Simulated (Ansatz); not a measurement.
**MoH+ (quintet): wave-function methods side by side at distance Mo1–H2 = 1.324 Å, def2-TZVP**

How much of the correlation energy of MoH+ (quintet) does each wave-function method recover here?

Computed with Ansatz 0.2.0, Gaussian basis. Level: def2-TZVP, core rule «outside noble gas», up to 4 orbitals frozen.

Plan: UHF; CCSD(T) on ROHF; CCSD(T) on UHF; CISD; CCSDT(Q) on ROHF; CCSDT(Q) on UHF; CASSCF and MRCISD+Q, 6 electrons in 6 orbitals; CASSCF and NEVPT2, 6 electrons in 6 orbitals; Full CI.

29 further runs of the same task are left out: 18 for a known fault of the program, 11 that didn't finish.

### Step 1. What is computed

The geometry derives from a PBE0/def2-TZVP stationary point (not a proven minimum). One bond is set to the value named and the two fragments are kept rigid. No spin-orbit coupling is included. Elements past krypton take def2 core potentials.

2 atoms, charge 1, spin multiplicity 5.

Atoms are counted from 1 here; the program's logs count them from 0.

Bond lengths: Mo1–H2 1.324 Å.

### Step 2. UHF

Contents of in.yaml:

```yaml
crystal:
  periodic: [false, false, false]
  atoms:
    - {symbol: Mo, position_ang: [0.000000, 0.000000, 0.000000]}
    - {symbol: H, position_ang: [0.000000, 0.000000, 1.324000]}
basis:
  gaussian: {orbitals: def2-TZVP}
total_charge: 1
magnetization: {spin_polarized: true, initial_magnetization: 4}
hamiltonian: {xc: hf}
output: {orbitals: {seedname: orbitals}}
```

On the command line:

```bash
> ansatz run in.yaml --threads 1 --pin off --events-out ev --progress --plain --max-ram 2393MiB
```

Further steps of the session: CCSD(T) on ROHF; CCSD(T) on UHF; CISD; CCSDT(Q) on ROHF; CCSDT(Q) on UHF; CASSCF and MRCISD+Q, 6 electrons in 6 orbitals; CASSCF and NEVPT2, 6 electrons in 6 orbitals; Full CI.

**Question.** What will the summary of the whole plan be? Wanted: FCI below the RHF energy; RMP2 from FCI; UMP2 from FCI; RCCSD from FCI; RCCSD(T) from FCI; UCCSD(T) from FCI; RCCSDT(Q) from FCI; UCCSDT(Q) from FCI; NEVPT2 pair from FCI.

**Answer**, as computed:

```
                         quantity                                              value
         FCI below the RHF energy                                         -2.7121 eV
                    RMP2 from FCI                                       +40.8 kJ/mol
                    UMP2 from FCI                                       +31.6 kJ/mol
                   RCCSD from FCI                                        +5.3 kJ/mol
                RCCSD(T) from FCI                                        +1.0 kJ/mol
                UCCSD(T) from FCI                                        -6.6 kJ/mol
               RCCSDT(Q) from FCI                                         0.0 kJ/mol
               UCCSDT(Q) from FCI                                        -7.6 kJ/mol
             NEVPT2 pair from FCI                                       +48.4 kJ/mol
           MRCISD+Q pair from FCI                                        +0.7 kJ/mol
levels within 1 kcal/mol (43 meV)  UCCSD, RCCSD(T), RCCSDT, RCCSDT(Q), MRCISD+Q pair
                    T1 diagnostic                                              0.030
   effectively unpaired electrons                                               4.02
```

In words: RCCSD(T) misses by +1.0 kJ/mol, 0.4 % of the correlation energy. CCSD(T) misses by +1.0 kJ/mol on the restricted determinant and by -6.6 kJ/mol on the unrestricted one; the two need not hold the same state or core. UCCSD, UCCSD(T), UCCSDT, UCCSDT(Q) fall below full CI: unrestricted runs freeze a spin-polarised core, another one than full CI's, and coupled cluster isn't variational. One determinant dominates. Of the multireference levels listed MRCISD+Q pair comes nearest in total energy (+0.7 kJ/mol), which doesn't show that its space is the better one. These misses are within one basis, not against nature; the frozen cores of restricted and unrestricted runs differ, which can shift their rows.
